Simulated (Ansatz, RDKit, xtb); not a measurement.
**Si4NH11: ranking a sample of isomers**

Which of a sample of isomers of Si4NH11 is the most stable in the gas at 298.15 K, and what are its properties? The sample is small against all isomers, and the most stable one of this formula need not be in it.

Plan: many cheap relaxations first (GFN2-xTB), then density-functional screening, relaxation at PBE0-D3(BJ)/def2-SVP, vibrations (at GFN2-xTB) and a final energy. The numbers are computed, not measured.

### 1 Possible bonding patterns

Isomers were taken from a list of plausible structures; this is a sample, not all of them. That gives 4 candidates.

```csv
label,SMILES,spin
c644,N[Si@@H]([SiH3])[SiH2][SiH3],singlet
c655,N[SiH2][SiH]([SiH3])[SiH3],singlet
c661,N[SiH2][SiH2][SiH2][SiH3],singlet
c783,N[Si]([SiH3])([SiH3])[SiH3],singlet
```

Candidates are built by distance geometry, with a force field where one applies, in up to four conformers (letters a to d).

**Question.** With final energies at CCSD(T)/def2-SVP + MP2/def2-TZVPP - MP2/def2-SVP, which structure will this search put lowest in free energy, and by what margin?

| quantity | value |
| --- | --- |
| lowest structure found | N[SiH2][SiH]([SiH3])[SiH3], singlet |
| next finalist | N[SiH2][SiH2][SiH2][SiH3], singlet, 2.2 kcal/mol higher in G |
| share at equilibrium, among the finalists | 96.4 % |

The lowest structure found is `N[SiH2][SiH]([SiH3])[SiH3]`. The margin, 2.2 kcal/mol, is modest. r2SCAN-D4/def2-SVP, PBE0-D3(BJ)/def2-SVP, HF/def2-SVP and MP2/def2-SVP already put its bonding pattern lowest among the structures in one piece; GFN2-xTB favours the singlet N[SiH2][SiH2][SiH2][SiH3] (c661c, not a finalist); HF/STO-3G favours the singlet N[SiH2][SiH2][SiH2][SiH3]. 6 minima inside the window were never screened. Lowest found is not proven lowest: the search is finite, and each finalist counts with one conformer. Only 4 drawn patterns were tried, so whole families of isomers are missing, and the result ranks this sample alone.
